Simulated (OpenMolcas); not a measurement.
# CoN in OpenMolcas, from active space to Ω levels, part 2 of 2

Computed with OpenMolcas 26.06; SA-CASSCF(12,9), XMS-CASPT2, RASSI; ANO-RCC-VTZP. The steps go on from the part before.

### 3 From Λ–S states to Ω levels

RASSI output, in excerpt:

```text
[... earlier lines were not kept ...]
  SPIN-FREE ENERGIES:
  (Shifted by EMIN (a.u.) =      -1447.0397040032)
 SF State       Relative EMIN(au)   Rel lowest level(eV)    D:o, cm**(-1)      Abs_M
     7             0.0000000000        0.0000000000              0.0000         0.0
     5             0.0061658988        0.1677826550           1353.2584         2.0
     6             0.0062112768        0.1690174516           1363.2177         2.0
     1             0.0090094006        0.2451582787           1977.3349         3.0
     2             0.0090094213        0.2451588441           1977.3394         3.0
     3             0.0105558843        0.2872402454           2316.7488         1.0
     4             0.0105558976        0.2872406064           2316.7517         1.0
     8             0.0171252591        0.4660020407           3758.5599         3.0
     9             0.0171252598        0.4660020597           3758.5601         3.0
    14             0.0416116546        1.1323108067           9132.7026         2.0
    15             0.0416223547        1.1326019702           9135.0510         2.0
    16             0.0464350859        1.2635630581          10191.3234         4.0
    17             0.0464378865        1.2636392662          10191.9380         4.0
    10             0.0546603092        1.4873827854          11996.5512         3.0
    11             0.0546603092        1.4873827854          11996.5512         3.0
    12             0.0556717797        1.5149062997          12218.5433         1.0
    13             0.0556717797        1.5149062997          12218.5433         1.0
++ Dipole transition strengths (spin-free states):
     for osc. strength at least  1.00000000E-05
      From   To        Osc. strength     Einstein coefficients Ax, Ay, Az (sec-1)    Total A (sec-1)
         5   10       2.76413878E-04  2.82256501E+03  1.80633782E+04  0.00000000E+00  2.08859432E+04
         5   11       2.76413876E-04  1.80633782E+04  2.82256489E+03  0.00000000E+00  2.08859431E+04
         5   12       1.97702575E-04  8.21581486E+02  1.47465608E+04  0.00000000E+00  1.55681423E+04
         5   13       1.97702500E-04  1.47465547E+04  8.21581736E+02  0.00000000E+00  1.55681364E+04
         6   10       1.91124101E-04  1.35675489E+04  8.46850569E+02  0.00000000E+00  1.44143995E+04
         6   11       1.91124076E-04  8.46851839E+02  1.35675457E+04  0.00000000E+00  1.44143976E+04
         6   12       2.84324568E-04  2.21185633E+04  2.29625170E+02  0.00000000E+00  2.23481885E+04
         6   13       2.84325118E-04  2.29623626E+02  2.21186082E+04  0.00000000E+00  2.23482318E+04
         1   14       2.04595225E-04  6.37221605E+02  6.34995357E+03  0.00000000E+00  6.98717518E+03
         1   15       2.38943628E-04  7.86951087E+03  2.96061209E+02  0.00000000E+00  8.16557207E+03
         1   16       5.53042005E-04  2.85215664E+03  2.20369051E+04  0.00000000E+00  2.48890617E+04
         1   17       5.53065760E-04  2.20412157E+04  2.85264037E+03  0.00000000E+00  2.48938560E+04
         2   14       2.04582803E-04  6.34950464E+03  6.37237412E+02  0.00000000E+00  6.98674205E+03
         2   15       2.38932810E-04  2.95970828E+02  7.86922115E+03  0.00000000E+00  8.16519198E+03
         2   16       5.53053776E-04  2.20374256E+04  2.85213819E+03  0.00000000E+00  2.48895638E+04
         2   17       5.53077930E-04  2.85274212E+03  2.20416341E+04  0.00000000E+00  2.48943762E+04
         3   14       7.45065204E-04  2.16825508E+04  1.40563335E+03  0.00000000E+00  2.30881841E+04
         3   15       7.12662089E-04  1.71784739E+03  2.03814449E+04  0.00000000E+00  2.20992923E+04
         4   14       7.45074635E-04  1.40566741E+03  2.16827892E+04  0.00000000E+00  2.30884566E+04
         4   15       7.12661169E-04  2.03813745E+04  1.71787040E+03  0.00000000E+00  2.20992449E+04
 Electric-quadrupole - electric-quadrupole not included
 Electric-dipole - electric-octupole not included
 Electric-dipole - magnetic-quadrupole not included
   Eigenvalues of complex Hamiltonian:
  (Shifted by EMIN (a.u.) =      -1447.0397040032)
 SO State       Relative EMIN(au)   Rel lowest level(eV)    D:o, cm**(-1)      Omega
     1            -0.0006060450        0.0000000000              0.0000         0.0
     2             0.0034955293        0.1116095240            900.1915         4.0
     3             0.0034955362        0.1116097099            900.1930         4.0
     4             0.0048023535        0.1471700208           1187.0063         3.0
     5             0.0048023542        0.1471700409           1187.0064         3.0
     6             0.0059601028        0.1786739835           1441.1029         2.0
     7             0.0060063175        0.1799315495           1451.2458         2.0
     8             0.0071841101        0.2119809185           1709.7414         1.0
     9             0.0071841118        0.2119809655           1709.7418         1.0
    10             0.0075731886        0.2225682862           1795.1343         4.0
    11             0.0075732989        0.2225712869           1795.1585         4.0
    12             0.0078322007        0.2296163624           1851.9809         2.0
    13             0.0078375474        0.2297618557           1853.1543         2.0
    14             0.0081670867        0.2387290764           1925.4799         3.0
    15             0.0081671048        0.2387295694           1925.4838         3.0
    16             0.0083703407        0.2442598980           1970.0889         0.0
    17             0.0084140855        0.2454502542           1979.6898         0.0
    18             0.0106903361        0.3073901904           2479.2691         2.0
    19             0.0106937769        0.3074838191           2480.0243         2.0
    20             0.0107606277        0.3093029207           2494.6963         1.0
    21             0.0107606392        0.3093032330           2494.6988         1.0
    22             0.0136813166        0.3887789148           3135.7134         0.0
    23             0.0142434983        0.4040766585           3259.0980         0.0
    24             0.0180484111        0.5076136092           4094.1799         3.0
    25             0.0180484138        0.5076136840           4094.1805         3.0
    26             0.0387558221        1.0710909697           8638.9313         3.0
    27             0.0387558225        1.0710909804           8638.9314         3.0
    28             0.0415805570        1.1479559221           9258.8889         2.0
    29             0.0415909173        1.1482378386           9261.1627         2.0
    30             0.0437392918        1.2066980887           9732.6765         5.0
    31             0.0437392918        1.2066980887           9732.6765         5.0
    32             0.0444080612        1.2248962308           9879.4544         1.0
    33             0.0444080615        1.2248962383           9879.4544         1.0
    34             0.0463486516        1.2777023865          10305.3647         4.0
    35             0.0463514130        1.2777775277          10305.9708         4.0
    36             0.0489427702        1.3482919487          10874.7080         3.0
    37             0.0489427707        1.3482919626          10874.7081         3.0
    38             0.0529401874        1.4570672121          11752.0396         3.0
    39             0.0529401874        1.4570672126          11752.0396         3.0
    40             0.0529628711        1.4576844668          11757.0181         5.0
    41             0.0529628711        1.4576844668          11757.0181         5.0
    42             0.0538395261        1.4815394656          11949.4217         4.0
    43             0.0538395611        1.4815404159          11949.4293         4.0
    44             0.0542965745        1.4939763851          12049.7322         2.0
    45             0.0543025454        1.4941388629          12051.0426         2.0
    46             0.0547168370        1.5054123109          12141.9691         3.0
    47             0.0547168372        1.5054123157          12141.9692         3.0
    48             0.0556407688        1.5305537749          12344.7487         2.0
    49             0.0556459828        1.5306956572          12345.8931         2.0
    50             0.0556934594        1.5319875591          12356.3130         1.1
    51             0.0556934596        1.5319875641          12356.3130         1.1
    52             0.0565910283        1.5564116539          12553.3066         1.0
    53             0.0565910283        1.5564116538          12553.3066         1.0
    54             0.0570652704        1.5693164387          12657.3907         0.1
    55             0.0570652731        1.5693165134          12657.3913         0.1
    56             0.0584580496        1.6072158923          12963.0704         1.0
    57             0.0584580496        1.6072158923          12963.0704         1.0
 Weights of the five most important spin-orbit-free states for each spin-orbit state.
 SO State  Total energy (au)           Spin-free states, spin, and weights
    1        -0.000606       7 0.0  0.9575    3 1.0  0.0209    4 1.0  0.0209    5 2.0  0.0003    6 2.0  0.0003
    2         0.003496       5 2.0  0.4766    6 2.0  0.4675    1 1.0  0.0279    2 1.0  0.0279   10 2.0  0.0000
    3         0.003496       5 2.0  0.4765    6 2.0  0.4676    1 1.0  0.0279    2 1.0  0.0279   10 2.0  0.0000
    4         0.004802       5 2.0  0.4903    6 2.0  0.4715    1 1.0  0.0352    8 0.0  0.0021   14 1.0  0.0003
    5         0.004802       5 2.0  0.4904    6 2.0  0.4715    2 1.0  0.0352    9 0.0  0.0021   14 1.0  0.0003
    6         0.005960       5 2.0  0.9179    3 1.0  0.0362    4 1.0  0.0362    1 1.0  0.0041    2 1.0  0.0041
    7         0.006006       6 2.0  0.9173    3 1.0  0.0383    4 1.0  0.0383    1 1.0  0.0022    2 1.0  0.0022
    8         0.007184       6 2.0  0.4814    5 2.0  0.4594    3 1.0  0.0581   15 1.0  0.0002   14 1.0  0.0002
    9         0.007184       6 2.0  0.4814    5 2.0  0.4594    4 1.0  0.0581   15 1.0  0.0002   14 1.0  0.0002
   10         0.007573       1 1.0  0.4715    2 1.0  0.4715    6 2.0  0.0293    5 2.0  0.0266   17 1.0  0.0004
   11         0.007573       1 1.0  0.4715    2 1.0  0.4715    6 2.0  0.0288    5 2.0  0.0271   16 1.0  0.0004
   12         0.007832       3 1.0  0.4594    4 1.0  0.4594    6 2.0  0.0633    5 2.0  0.0096    2 1.0  0.0041
   13         0.007838       3 1.0  0.4626    4 1.0  0.4626    5 2.0  0.0641    6 2.0  0.0102    1 1.0  0.0003
   14         0.008167       1 1.0  0.8686    8 0.0  0.0933    5 2.0  0.0209    6 2.0  0.0164    4 1.0  0.0002
   15         0.008167       2 1.0  0.8686    9 0.0  0.0933    5 2.0  0.0209    6 2.0  0.0164    3 1.0  0.0002
   16         0.008370       6 2.0  0.4770    5 2.0  0.4711    4 1.0  0.0259    3 1.0  0.0259   13 2.0  0.0000
   17         0.008414       6 2.0  0.4827    5 2.0  0.4758    4 1.0  0.0185    3 1.0  0.0185    7 0.0  0.0044
   18         0.010690       2 1.0  0.4956    1 1.0  0.4956    5 2.0  0.0067    4 1.0  0.0009    3 1.0  0.0009
   19         0.010694       2 1.0  0.4936    1 1.0  0.4936    6 2.0  0.0075    3 1.0  0.0025    4 1.0  0.0025
   20         0.010761       3 1.0  0.9411    6 2.0  0.0299    5 2.0  0.0285    2 1.0  0.0002    1 1.0  0.0001
   21         0.010761       4 1.0  0.9411    6 2.0  0.0299    5 2.0  0.0285    1 1.0  0.0002    2 1.0  0.0001
   22         0.013681       4 1.0  0.4738    3 1.0  0.4738    6 2.0  0.0262    5 2.0  0.0256    2 1.0  0.0004
   23         0.014243       4 1.0  0.4602    3 1.0  0.4602    7 0.0  0.0381    6 2.0  0.0206    5 2.0  0.0201
   24         0.018048       8 0.0  0.9024    1 1.0  0.0951    9 0.0  0.0007   14 1.0  0.0005   15 1.0  0.0005
   25         0.018048       9 0.0  0.9024    2 1.0  0.0951    8 0.0  0.0007   14 1.0  0.0005   15 1.0  0.0005
   26         0.038756      14 1.0  0.4973   15 1.0  0.4955   13 2.0  0.0027   12 2.0  0.0027    9 0.0  0.0010
   27         0.038756      14 1.0  0.4973   15 1.0  0.4955   12 2.0  0.0027   13 2.0  0.0027    8 0.0  0.0010
   28         0.041581      14 1.0  0.9940   13 2.0  0.0017   12 2.0  0.0017   15 1.0  0.0011    5 2.0  0.0005
   29         0.041591      15 1.0  0.9939   12 2.0  0.0016   13 2.0  0.0016   14 1.0  0.0011   10 2.0  0.0006
   30         0.043739      16 1.0  0.4909   17 1.0  0.4904   11 2.0  0.0092   10 2.0  0.0092   12 2.0  0.0001
   31         0.043739      16 1.0  0.4909   17 1.0  0.4904   11 2.0  0.0092   10 2.0  0.0092   12 2.0  0.0001
   32         0.044408      15 1.0  0.4987   14 1.0  0.4970   13 2.0  0.0013   11 2.0  0.0012   10 2.0  0.0012
   33         0.044408      15 1.0  0.4987   14 1.0  0.4970   12 2.0  0.0013   10 2.0  0.0012   11 2.0  0.0012
   34         0.046349      16 1.0  0.9855   10 2.0  0.0069   11 2.0  0.0069    2 1.0  0.0002    1 1.0  0.0002
   35         0.046351      17 1.0  0.9855   10 2.0  0.0069   11 2.0  0.0069    1 1.0  0.0002    2 1.0  0.0002
   36         0.048943      17 1.0  0.4960   16 1.0  0.4955   10 2.0  0.0062   11 2.0  0.0015    1 1.0  0.0005
   37         0.048943      17 1.0  0.4960   16 1.0  0.4955   11 2.0  0.0062   10 2.0  0.0015    2 1.0  0.0005
   38         0.052940      13 2.0  0.4872   12 2.0  0.4872   10 2.0  0.0101   11 2.0  0.0101   15 1.0  0.0028
   39         0.052940      12 2.0  0.4872   13 2.0  0.4872   11 2.0  0.0101   10 2.0  0.0101   15 1.0  0.0028
   40         0.052963      11 2.0  0.4866   10 2.0  0.4866   17 1.0  0.0093   16 1.0  0.0093   12 2.0  0.0041
   41         0.052963      11 2.0  0.4866   10 2.0  0.4866   17 1.0  0.0093   16 1.0  0.0093   12 2.0  0.0041
   42         0.053840      11 2.0  0.4900   10 2.0  0.4900   16 1.0  0.0140   13 2.0  0.0029   12 2.0  0.0029
   43         0.053840      10 2.0  0.4900   11 2.0  0.4900   17 1.0  0.0140   12 2.0  0.0029   13 2.0  0.0029
   44         0.054297      12 2.0  0.4770   13 2.0  0.4770   11 2.0  0.0214   10 2.0  0.0214   14 1.0  0.0021
[... the kept output breaks off here ...]
```

Wall time 60 s (1 thread of Arm Neoverse V2, shared host); peak memory 0.21 GiB.

Levels:

```tsv
Ω	energy (cm⁻¹)	parentage	f from lowest
0	0	96% (1)1Σ	0
4	900	94% (1)5Δ	0
3	1187	96% (1)5Δ + 4% (1)3Φ	0
2	1441	92% (1)5Δ + 7% (1)3Π	0
1	1710	94% (1)5Δ + 6% (1)3Π	0
4	1795	94% (1)3Φ	0
2	1852	92% (1)3Π + 6% (1)5Δ	0
3	1925	87% (1)3Φ + 9% (1)1Φ	0
0	1970	95% (1)5Δ	0
0	1980	96% (1)5Δ	0
2	2479	99% (1)3Φ	0
1	2495	94% (1)3Π	0
0	3136	95% (1)3Π	0
0	3259	92% (1)3Π + 4% (1)1Σ	0
3	4094	90% (1)1Φ + 10% (1)3Φ	0
3	8639	99% (1)3Δ	0
2	9259	99% (1)3Δ	0
5	9733	98% (1)3Γ	0
1	9879	100% (1)3Δ	8.9e-05
4	10305	98% (1)3Γ	0
3	10875	99% (1)3Γ	0
3	11752	97% (1)5Π	0
5	11757	97% (1)5Φ	0
4	11949	98% (1)5Φ	0
2	12050	95% (1)5Π	0
3	12142	99% (1)5Φ	0
2	12345	97% (1)5Φ	0
?	12356	98% (1)5Π	0
?	12356	98% (1)5Π	0
1	12553	98% (1)5Φ	0
```

### 4 Along the bond: spin-free states

The same input was run at the other distances; those logs are left out. Energies in eV from the lowest point of the curves kept (curves with gaps or mixed symmetry are left out, so lower ones can be missing). Curves are followed by energy order within each symmetry, so they can change character at crossings; Σ⁺ and Σ⁻ are counted together.

| R (Å) | (1)1Σ | (1)3Φ | (1)3Π | (1)1Φ | (1)3Δ | (1)5Φ | (1)5Π |
| --- | --- | --- | --- | --- | --- | --- | --- |
| 1.454 | 0.230 | 0.800 | 0.802 | 1.153 | 1.532 | 2.222 | 2.230 |
| 1.519 | 0.028 | 0.427 | 0.442 | 0.733 | 1.213 | 1.769 | 1.784 |
| 1.567 | 0.000 | 0.307 | 0.335 | 0.573 | 1.137 | 1.596 | 1.618 |
| 1.616 | 0.043 | 0.288 | 0.330 | 0.509 | 1.176 | 1.531 | 1.558 |
| 1.673 | 0.152 | 0.356 | 0.418 | 0.526 | 1.327 | 1.555 | 1.591 |
| 1.729 | 0.300 | 0.503 | 0.587 | 0.615 | 1.537 | 1.661 | 1.714 |
| 1.810 | 0.576 | 0.787 | 0.912 | 0.827 | 1.860 | 1.862 | 1.983 |
| 1.939 | 1.253 | 1.414 | 1.632 | 1.275 | 2.353 | 2.114 | 2.296 |

### 5 Along the bond: spin–orbit levels

Energies in eV from the lowest point of the curves kept (curves with gaps or mixed symmetry are left out, so lower ones can be missing). Curves are followed by energy order within each symmetry, so they can change character at crossings; levels whose Ω could not be read are left out of the count.

| R (Å) | (1)Ω=4 | (1)Ω=3 | (1)Ω=2 | (2)Ω=4 | (2)Ω=2 | (2)Ω=3 | (3)Ω=2 | (3)Ω=3 | (4)Ω=2 |
| --- | --- | --- | --- | --- | --- | --- | --- | --- | --- |
| 1.454 | 0.298 | 0.332 | 0.364 | 0.669 | 0.629 | 0.692 | 0.755 | 1.084 | 1.443 |
| 1.519 | 0.044 | 0.078 | 0.110 | 0.296 | 0.273 | 0.317 | 0.383 | 0.665 | 1.124 |
| 1.567 | 0.000 | 0.035 | 0.067 | 0.177 | 0.168 | 0.197 | 0.264 | 0.506 | 1.047 |
| 1.616 | 0.050 | 0.085 | 0.117 | 0.161 | 0.168 | 0.177 | 0.245 | 0.446 | 1.086 |
| 1.673 | 0.188 | 0.221 | 0.247 | 0.242 | 0.278 | 0.257 | 0.316 | 0.467 | 1.237 |
| 1.729 | 0.360 | 0.373 | 0.424 | 0.451 | 0.457 | 0.478 | 0.514 | 0.565 | 1.447 |
| 1.810 | 0.650 | 0.640 | 0.740 | 0.824 | 0.756 | 0.793 | 0.889 | 0.857 | 1.770 |
| 1.939 | 1.281 | 1.153 | 1.365 | 1.572 | 1.502 | 1.356 | 1.641 | 1.606 | 2.062 |

All 9 distances took 11 min on 1 thread of Arm Neoverse V2, shared host; 1 of them failed the checks on weights, roots and symmetry and are left out.

### 6 What came out

The summary covers parts 1 to 2.

| quantity | value |
| --- | --- |
| lowest spin-free state | (1)1Σ |
| next spin-free state | (1)5Δ, 0.168 eV |
| lowest level | Ω = 0, 96 % (1)1Σ |
| next level | Ω = 4, 900 cm⁻¹ |
| lowering by spin–orbit coupling | 133 cm⁻¹ |

At 1.616 Å the lowest computed level has Ω = 0 and is 96 % (1)1Σ. Only the spin multiplicities and numbers of roots in the input were computed, so the list of states is not complete and the lowest one found need not be the ground state; labels number the states computed. For d and f metals this valence active space lacks a second d shell: the order of states is not reliable within half an eV or more, and the lowest computed state need not be the true ground state.
